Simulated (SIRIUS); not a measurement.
# GaGe3 (Fm-3m) in SIRIUS: reference runs, part 3 of 5

SIRIUS 7.12.0. Earlier steps stand in the parts before.

## (6) Equation of state, PBEsol, 19.82 Å³/atom (volume scaled by 1.02)

Contents of sirius.json:

```json
{
  "control": {
    "processing_unit": "cpu",
    "std_evp_solver_name": "lapack",
    "gen_evp_solver_name": "lapack",
    "verbosity": 2,
    "print_forces": false,
    "ortho_rf": true,
    "use_second_variation": true,
    "rmt_max": 3.0,
    "num_bands_to_print": 24,
    "save_wf": true
  },
  "parameters": {
    "electronic_structure_method": "full_potential_lapwlo",
    "xc_functionals": ["XC_GGA_X_PBE_SOL", "XC_GGA_C_PBE_SOL"],
    "core_relativity": "dirac",
    "valence_relativity": "iora",
    "num_fv_states": 53,
    "smearing": "fermi_dirac",
    "smearing_width": 0.0018374661,
    "pw_cutoff": 20,
    "gk_cutoff": 3.5,
    "lmax_apw": 10,
    "lmax_rho": 8,
    "lmax_pot": 8,
    "num_mag_dims": 0,
    "auto_rmt": 0,
    "ngridk": [7, 7, 7],
    "shiftk": [0, 0, 0],
    "num_dft_iter": 80,
    "energy_tol": 1e-07,
    "density_tol": 1e-05,
    "use_symmetry": true
  },
  "settings": {"tol_ne": 1e-10},
  "iterative_solver": {"type": "exact"},
  "mixer": {"type": "anderson", "beta": 0.5, "max_history": 8},
  "unit_cell": {
    "lattice_vectors": [[0.0, 6.4432087268, 6.4432087268], [6.4432087268, 0.0, 6.4432087268], [6.4432087268, 6.4432087268, 0.0]],
    "atom_types": ["Ga", "Ge"],
    "atom_files": {"Ga": "Ga.json", "Ge": "Ge.json"},
    "atoms": {"Ga": [[0.0, 0.0, 0.0]], "Ge": [[0.5, 0.5, 0.5], [0.75, 0.75, 0.75], [0.25, 0.25, 0.25]]}
  }
}
```

Contents of Ga.json:

```json
{
  "name": "gallium",
  "symbol": "Ga",
  "number": 31,
  "mass": 69.723,
  "rmin": 1e-06,
  "rmt": 2.4,
  "nrmt": 800,
  "rinf": 19.67,
  "core": "1s2s2p",
  "valence": [
    {"basis": [{"enu": 0.02, "dme": 0, "n": 0, "auto": 0}, {"enu": 0.02, "dme": 1, "n": 0, "auto": 0}]},
    {"l": 0, "n": 1, "basis": [{"enu": 0.0521, "dme": 0, "n": 0, "auto": 0}]},
    {"l": 1, "n": 2, "basis": [{"enu": 0.12, "dme": 0, "n": 0, "auto": 0}]},
    {"l": 2, "n": 3, "basis": [{"enu": 0.12, "dme": 0, "n": 0, "auto": 0}]},
    {"l": 3, "n": 4, "basis": [{"enu": 0.12, "dme": 0, "n": 0, "auto": 0}]}
  ],
  "lo": [
    {
      "l": 0,
      "basis": [{"enu": 0.0521, "dme": 0, "n": 0, "auto": 0}, {"enu": 0.0521, "dme": 1, "n": 0, "auto": 0}]
    },
    {
      "l": 0,
      "basis": [{"enu": -5.1843, "dme": 0, "n": 3, "auto": 1}, {"enu": -5.1843, "dme": 1, "n": 3, "auto": 1}]
    },
    {
      "l": 0,
      "basis": [{"enu": -5.1843, "dme": 1, "n": 3, "auto": 1}, {"enu": 0.0521, "dme": 0, "n": 0, "auto": 0}]
    },
    {
      "l": 0,
      "basis": [{"enu": 0.0521, "dme": 0, "n": 0, "auto": 0}, {"enu": 2.8298, "dme": 0, "n": 0, "auto": 0}]
    },
    {"l": 1, "basis": [{"enu": 0.12, "dme": 0, "n": 0, "auto": 0}, {"enu": 0.12, "dme": 1, "n": 0, "auto": 0}]},
    {
      "l": 1,
      "basis": [{"enu": -3.4008, "dme": 0, "n": 3, "auto": 1}, {"enu": -3.4008, "dme": 1, "n": 3, "auto": 1}]
    },
    {
      "l": 1,
      "basis": [{"enu": -3.4008, "dme": 1, "n": 3, "auto": 1}, {"enu": 0.12, "dme": 0, "n": 0, "auto": 0}]
    },
    {"l": 1, "basis": [{"enu": 0.12, "dme": 0, "n": 0, "auto": 0}, {"enu": 3.3144, "dme": 0, "n": 0, "auto": 0}]},
    {"l": 2, "basis": [{"enu": 0.12, "dme": 0, "n": 0, "auto": 0}, {"enu": 0.12, "dme": 1, "n": 0, "auto": 0}]},
    {
      "l": 2,
      "basis": [{"enu": -0.4941, "dme": 0, "n": 3, "auto": 1}, {"enu": -0.4941, "dme": 1, "n": 3, "auto": 1}]
    },
    {
      "l": 2,
      "basis": [{"enu": -0.4941, "dme": 1, "n": 3, "auto": 1}, {"enu": 0.12, "dme": 0, "n": 0, "auto": 0}]
    },
    {"l": 2, "basis": [{"enu": 0.12, "dme": 0, "n": 0, "auto": 0}, {"enu": 3.7311, "dme": 0, "n": 0, "auto": 0}]},
    {"l": 3, "basis": [{"enu": 0.12, "dme": 0, "n": 0, "auto": 0}, {"enu": 0.12, "dme": 1, "n": 0, "auto": 0}]},
    {"l": 3, "basis": [{"enu": 0.12, "dme": 0, "n": 0, "auto": 0}, {"enu": 3.1408, "dme": 0, "n": 0, "auto": 0}]}
  ],
  "free_atom": [... radial grid and density of the free atom, the start of the SCF ...]
}
```

Contents of Ge.json:

```json
{
  "name": "germanium",
  "symbol": "Ge",
  "number": 32,
  "mass": 72.64,
  "rmin": 1e-06,
  "rmt": 2.4,
  "nrmt": 800,
  "rinf": 16.93,
  "core": "1s2s2p",
  "valence": [
    {"basis": [{"enu": 0.02, "dme": 0, "n": 0, "auto": 0}, {"enu": 0.02, "dme": 1, "n": 0, "auto": 0}]},
    {"l": 0, "n": 1, "basis": [{"enu": 0.0253, "dme": 0, "n": 0, "auto": 0}]},
    {"l": 1, "n": 2, "basis": [{"enu": 0.12, "dme": 0, "n": 0, "auto": 0}]},
    {"l": 2, "n": 3, "basis": [{"enu": 0.12, "dme": 0, "n": 0, "auto": 0}]},
    {"l": 3, "n": 4, "basis": [{"enu": 0.12, "dme": 0, "n": 0, "auto": 0}]}
  ],
  "lo": [
    {
      "l": 0,
      "basis": [{"enu": 0.0253, "dme": 0, "n": 0, "auto": 0}, {"enu": 0.0253, "dme": 1, "n": 0, "auto": 0}]
    },
    {
      "l": 0,
      "basis": [{"enu": 0.0253, "dme": 1, "n": 0, "auto": 0}, {"enu": 0.0253, "dme": 2, "n": 0, "auto": 0}]
    },
    {
      "l": 0,
      "basis": [{"enu": -5.8805, "dme": 0, "n": 3, "auto": 1}, {"enu": -5.8805, "dme": 1, "n": 3, "auto": 1}]
    },
    {
      "l": 0,
      "basis": [{"enu": 0.0253, "dme": 0, "n": 0, "auto": 0}, {"enu": 2.1086, "dme": 0, "n": 0, "auto": 0}]
    },
    {"l": 1, "basis": [{"enu": 0.12, "dme": 0, "n": 0, "auto": 0}, {"enu": 0.12, "dme": 1, "n": 0, "auto": 0}]},
    {
      "l": 1,
      "basis": [{"enu": -3.9666, "dme": 0, "n": 3, "auto": 1}, {"enu": -3.9666, "dme": 1, "n": 3, "auto": 1}]
    },
    {
      "l": 1,
      "basis": [{"enu": -3.9666, "dme": 1, "n": 3, "auto": 1}, {"enu": 0.12, "dme": 0, "n": 0, "auto": 0}]
    },
    {"l": 1, "basis": [{"enu": 0.12, "dme": 0, "n": 0, "auto": 0}, {"enu": 3.3144, "dme": 0, "n": 0, "auto": 0}]},
    {"l": 2, "basis": [{"enu": 0.12, "dme": 0, "n": 0, "auto": 0}, {"enu": 0.12, "dme": 1, "n": 0, "auto": 0}]},
    {
      "l": 2,
      "basis": [{"enu": -0.8192, "dme": 0, "n": 3, "auto": 1}, {"enu": -0.8192, "dme": 1, "n": 3, "auto": 1}]
    },
    {
      "l": 2,
      "basis": [{"enu": -0.8192, "dme": 1, "n": 3, "auto": 1}, {"enu": 0.12, "dme": 0, "n": 0, "auto": 0}]
    },
    {"l": 2, "basis": [{"enu": 0.12, "dme": 0, "n": 0, "auto": 0}, {"enu": 3.7311, "dme": 0, "n": 0, "auto": 0}]},
    {"l": 3, "basis": [{"enu": 0.12, "dme": 0, "n": 0, "auto": 0}, {"enu": 0.12, "dme": 1, "n": 0, "auto": 0}]},
    {"l": 3, "basis": [{"enu": 0.12, "dme": 0, "n": 0, "auto": 0}, {"enu": 3.1408, "dme": 0, "n": 0, "auto": 0}]}
  ],
  "free_atom": [... radial grid and density of the free atom, the start of the SCF ...]
}
```

Contents of sirius_start.json:

```json
{
  "control": {
    "processing_unit": "cpu",
    "std_evp_solver_name": "lapack",
    "gen_evp_solver_name": "lapack",
    "verbosity": 1,
    "print_forces": false,
    "ortho_rf": true,
    "use_second_variation": true,
    "rmt_max": 3.0,
    "num_bands_to_print": 24,
    "save_wf": false
  },
  "parameters": {
    "electronic_structure_method": "full_potential_lapwlo",
    "xc_functionals": ["XC_LDA_X", "XC_LDA_C_PW"],
    "core_relativity": "dirac",
    "valence_relativity": "iora",
    "num_fv_states": 53,
    "smearing": "fermi_dirac",
    "smearing_width": 0.0055123983,
    "pw_cutoff": 20,
    "gk_cutoff": 2.8,
    "lmax_apw": 10,
    "lmax_rho": 8,
    "lmax_pot": 8,
    "num_mag_dims": 0,
    "auto_rmt": 0,
    "ngridk": [3, 3, 3],
    "shiftk": [0, 0, 0],
    "num_dft_iter": 30,
    "energy_tol": 0.01,
    "density_tol": 0.05,
    "use_symmetry": true
  },
  "settings": {"tol_ne": 1e-10},
  "iterative_solver": {"type": "exact"},
  "mixer": {"type": "anderson", "beta": 0.5, "max_history": 8},
  "unit_cell": {
    "lattice_vectors": [[0.0, 6.4432087268, 6.4432087268], [6.4432087268, 0.0, 6.4432087268], [6.4432087268, 6.4432087268, 0.0]],
    "atom_types": ["Ga", "Ge"],
    "atom_files": {"Ga": "Ga.json", "Ge": "Ge.json"},
    "atoms": {"Ga": [[0.0, 0.0, 0.0]], "Ge": [[0.5, 0.5, 0.5], [0.75, 0.75, 0.75], [0.25, 0.25, 0.25]]}
  }
}
```

Potentials or basis: all-electron FP-LAPW, apw+lo standard.

Command:

```console
OMP_NUM_THREADS=1 sirius.scf --input=sirius_start.json --output=start.json
OMP_NUM_THREADS=1 sirius.scf --input=sirius.json --output=output.json --task=1
```

Log:

```text
[info] SIRIUS version : 7.12.0
[info] number of MPI ranks           : 1
[info] MPI grid                      : 1 1
[info] maximum number of OMP threads : 1
[fft] FFT context for density and potential
[fft] =====================================
[fft]   plane wave cutoff                     : 20
[fft]   grid size                             : 64 64 64   total : 262144
[fft]   grid limits                           : -31 32   -31 32   -31 32
[fft]   number of G-vectors within the cutoff : 72017
[fft]   number of G-shells                    : 1834
[fft] FFT context for coarse grid
[fft] =====================================
[fft]   plane wave cutoff                     : 7
[fft]   grid size                             : 24 24 24   total : 13824
[fft]   grid limits                           : -11 12   -11 12   -11 12
[... 477 lines left out ...]
[find] band gap (eV)                  :       0.00000000
[find] Efermi                         :       0.21681221
[find] iteration : 7, RMS (target) : 9.9723e-06 (1.0000e-05) , energy difference (target) : 7.8424e-08 (1.0000e-07)
[find] converged after 8 SCF iterations!
[find] Charges and magnetic moments
[find] --------------------------------------------------------------------------------
[find] atom      charge    core leakage
[find] --------------------------------------------------------------------------------
[find]    0   29.534806   -1.395147e-15
[find]    1   30.336883    0.000000e+00
[find]    2   30.333901    0.000000e+00
[find]    3   30.333901    0.000000e+00
[find] total core leakage    : -1.39514740e-15
[find] interstitial charge   : 6.460506
[find] total charge          : 126.999998
[find] Energy
[find] --------------------------------------------------------------------------------
[find] valence_eval_sum               :    -156.89477343
[find] core_eval_sum                  :   -4579.26237676
[find] kinetic energy                 :    8401.70596560
[find] enuc                           :   -9961.84430456
[find] <rho|V^{XC}>                   :    -404.82676540
[find] <rho|E^{XC}>                   :    -308.64289782
[find] <mag|B^{XC}>                   :       0.00000000
[find] <rho|V^{H}>                    :  -12733.03635040
[find] smearing (-TS)                 :      -0.00037414
[find] SCF correction                 :       0.00012782
[find] Total energy                   :   -8235.29928417 (Ha),  -16470.59856833 (Ry)
[find] Free energy (E-TS)             :   -8235.29965830 (Ha),  -16470.59931661 (Ry)
[find] band gap (eV)                  :       0.00000000
[find] Efermi                         :       0.21681221
```

Run time: 2.3 min. Hardware: 1 thread of Arm Neoverse V1, shared host; peak memory 0.66 GiB.

What came out:

| Item | Value |
| --- | --- |
| Free energy | -224093.9199 eV |
| Band gap on the k mesh | none (metal or under the smearing width) |
| All electrons inside the program's atomic spheres | Ge 30.34, 30.33; Ga 29.53 (radii Ga 2.4, Ge 2.4 bohr) |

## (7) Equation of state, PBEsol, 20.21 Å³/atom (volume scaled by 1.04)

Changes to sirius.json since step 6:

```diff
@@ -39,3 +39,3 @@
   "unit_cell": {
-    "lattice_vectors": [[0.0, 6.4432087268, 6.4432087268], [6.4432087268, 0.0, 6.4432087268], [6.4432087268, 6.4432087268, 0.0]],
+    "lattice_vectors": [[0.0, 6.4850489169, 6.4850489169], [6.4850489169, 0.0, 6.4850489169], [6.4850489169, 6.4850489169, 0.0]],
     "atom_types": ["Ga", "Ge"],
```

Contents of Ga.json:

```json
{
  "name": "gallium",
  "symbol": "Ga",
  "number": 31,
  "mass": 69.723,
  "rmin": 1e-06,
  "rmt": 2.4,
  "nrmt": 800,
  "rinf": 19.67,
  "core": "1s2s2p",
  "valence": [
    {"basis": [{"enu": 0.01, "dme": 0, "n": 0, "auto": 0}, {"enu": 0.01, "dme": 1, "n": 0, "auto": 0}]},
    {"l": 0, "n": 1, "basis": [{"enu": 0.0421, "dme": 0, "n": 0, "auto": 0}]},
    {"l": 1, "n": 2, "basis": [{"enu": 0.11, "dme": 0, "n": 0, "auto": 0}]},
    {"l": 2, "n": 3, "basis": [{"enu": 0.11, "dme": 0, "n": 0, "auto": 0}]},
    {"l": 3, "n": 4, "basis": [{"enu": 0.11, "dme": 0, "n": 0, "auto": 0}]}
  ],
  "lo": [
    {
      "l": 0,
      "basis": [{"enu": 0.0421, "dme": 0, "n": 0, "auto": 0}, {"enu": 0.0421, "dme": 1, "n": 0, "auto": 0}]
    },
    {
      "l": 0,
      "basis": [{"enu": -5.1943, "dme": 0, "n": 3, "auto": 1}, {"enu": -5.1943, "dme": 1, "n": 3, "auto": 1}]
    },
    {
      "l": 0,
      "basis": [{"enu": -5.1943, "dme": 1, "n": 3, "auto": 1}, {"enu": 0.0421, "dme": 0, "n": 0, "auto": 0}]
    },
    {
      "l": 0,
      "basis": [{"enu": 0.0421, "dme": 0, "n": 0, "auto": 0}, {"enu": 2.8198, "dme": 0, "n": 0, "auto": 0}]
    },
    {"l": 1, "basis": [{"enu": 0.11, "dme": 0, "n": 0, "auto": 0}, {"enu": 0.11, "dme": 1, "n": 0, "auto": 0}]},
    {
      "l": 1,
      "basis": [{"enu": -3.4108, "dme": 0, "n": 3, "auto": 1}, {"enu": -3.4108, "dme": 1, "n": 3, "auto": 1}]
    },
    {
      "l": 1,
      "basis": [{"enu": -3.4108, "dme": 1, "n": 3, "auto": 1}, {"enu": 0.11, "dme": 0, "n": 0, "auto": 0}]
    },
    {"l": 1, "basis": [{"enu": 0.11, "dme": 0, "n": 0, "auto": 0}, {"enu": 3.3044, "dme": 0, "n": 0, "auto": 0}]},
    {"l": 2, "basis": [{"enu": 0.11, "dme": 0, "n": 0, "auto": 0}, {"enu": 0.11, "dme": 1, "n": 0, "auto": 0}]},
    {
      "l": 2,
      "basis": [{"enu": -0.5041, "dme": 0, "n": 3, "auto": 1}, {"enu": -0.5041, "dme": 1, "n": 3, "auto": 1}]
    },
    {
      "l": 2,
      "basis": [{"enu": -0.5041, "dme": 1, "n": 3, "auto": 1}, {"enu": 0.11, "dme": 0, "n": 0, "auto": 0}]
    },
    {"l": 2, "basis": [{"enu": 0.11, "dme": 0, "n": 0, "auto": 0}, {"enu": 3.7211, "dme": 0, "n": 0, "auto": 0}]},
    {"l": 3, "basis": [{"enu": 0.11, "dme": 0, "n": 0, "auto": 0}, {"enu": 0.11, "dme": 1, "n": 0, "auto": 0}]},
    {"l": 3, "basis": [{"enu": 0.11, "dme": 0, "n": 0, "auto": 0}, {"enu": 3.1308, "dme": 0, "n": 0, "auto": 0}]}
  ],
  "free_atom": [... radial grid and density of the free atom, the start of the SCF ...]
}
```

Contents of Ge.json:

```json
{
  "name": "germanium",
  "symbol": "Ge",
  "number": 32,
  "mass": 72.64,
  "rmin": 1e-06,
  "rmt": 2.4,
  "nrmt": 800,
  "rinf": 16.93,
  "core": "1s2s2p",
  "valence": [
    {"basis": [{"enu": 0.01, "dme": 0, "n": 0, "auto": 0}, {"enu": 0.01, "dme": 1, "n": 0, "auto": 0}]},
    {"l": 0, "n": 1, "basis": [{"enu": 0.0153, "dme": 0, "n": 0, "auto": 0}]},
    {"l": 1, "n": 2, "basis": [{"enu": 0.11, "dme": 0, "n": 0, "auto": 0}]},
    {"l": 2, "n": 3, "basis": [{"enu": 0.11, "dme": 0, "n": 0, "auto": 0}]},
    {"l": 3, "n": 4, "basis": [{"enu": 0.11, "dme": 0, "n": 0, "auto": 0}]}
  ],
  "lo": [
    {
      "l": 0,
      "basis": [{"enu": 0.0153, "dme": 0, "n": 0, "auto": 0}, {"enu": 0.0153, "dme": 1, "n": 0, "auto": 0}]
    },
    {
      "l": 0,
      "basis": [{"enu": 0.0153, "dme": 1, "n": 0, "auto": 0}, {"enu": 0.0153, "dme": 2, "n": 0, "auto": 0}]
    },
    {
      "l": 0,
      "basis": [{"enu": -5.8905, "dme": 0, "n": 3, "auto": 1}, {"enu": -5.8905, "dme": 1, "n": 3, "auto": 1}]
    },
    {
      "l": 0,
      "basis": [{"enu": 0.0153, "dme": 0, "n": 0, "auto": 0}, {"enu": 2.0986, "dme": 0, "n": 0, "auto": 0}]
    },
    {"l": 1, "basis": [{"enu": 0.11, "dme": 0, "n": 0, "auto": 0}, {"enu": 0.11, "dme": 1, "n": 0, "auto": 0}]},
    {
      "l": 1,
      "basis": [{"enu": -3.9766, "dme": 0, "n": 3, "auto": 1}, {"enu": -3.9766, "dme": 1, "n": 3, "auto": 1}]
    },
    {
      "l": 1,
      "basis": [{"enu": -3.9766, "dme": 1, "n": 3, "auto": 1}, {"enu": 0.11, "dme": 0, "n": 0, "auto": 0}]
    },
    {"l": 1, "basis": [{"enu": 0.11, "dme": 0, "n": 0, "auto": 0}, {"enu": 3.3044, "dme": 0, "n": 0, "auto": 0}]},
    {"l": 2, "basis": [{"enu": 0.11, "dme": 0, "n": 0, "auto": 0}, {"enu": 0.11, "dme": 1, "n": 0, "auto": 0}]},
    {
      "l": 2,
      "basis": [{"enu": -0.8292, "dme": 0, "n": 3, "auto": 1}, {"enu": -0.8292, "dme": 1, "n": 3, "auto": 1}]
    },
    {
      "l": 2,
      "basis": [{"enu": -0.8292, "dme": 1, "n": 3, "auto": 1}, {"enu": 0.11, "dme": 0, "n": 0, "auto": 0}]
    },
    {"l": 2, "basis": [{"enu": 0.11, "dme": 0, "n": 0, "auto": 0}, {"enu": 3.7211, "dme": 0, "n": 0, "auto": 0}]},
    {"l": 3, "basis": [{"enu": 0.11, "dme": 0, "n": 0, "auto": 0}, {"enu": 0.11, "dme": 1, "n": 0, "auto": 0}]},
    {"l": 3, "basis": [{"enu": 0.11, "dme": 0, "n": 0, "auto": 0}, {"enu": 3.1308, "dme": 0, "n": 0, "auto": 0}]}
  ],
  "free_atom": [... radial grid and density of the free atom, the start of the SCF ...]
}
```

Changes to sirius_start.json since step 6:

```diff
@@ -39,3 +39,3 @@
   "unit_cell": {
-    "lattice_vectors": [[0.0, 6.4432087268, 6.4432087268], [6.4432087268, 0.0, 6.4432087268], [6.4432087268, 6.4432087268, 0.0]],
+    "lattice_vectors": [[0.0, 6.4850489169, 6.4850489169], [6.4850489169, 0.0, 6.4850489169], [6.4850489169, 6.4850489169, 0.0]],
     "atom_types": ["Ga", "Ge"],
```

Command:

```console
OMP_NUM_THREADS=1 sirius.scf --input=sirius_start.json --output=start.json
OMP_NUM_THREADS=1 sirius.scf --input=sirius.json --output=output.json --task=1
```

It took 2.5 min on 1 thread of Arm Neoverse V1, shared host; peak memory 0.67 GiB.

It converged, with:

| Property | Result |
| --- | --- |
| Free energy | -224093.8663 eV |
| Band gap on the k mesh | none (metal or under the smearing width) |
| All electrons inside the program's atomic spheres | Ge 30.32; Ga 29.52 (radii Ga 2.4, Ge 2.4 bohr) |

(Part 3 of 5 ends here.)
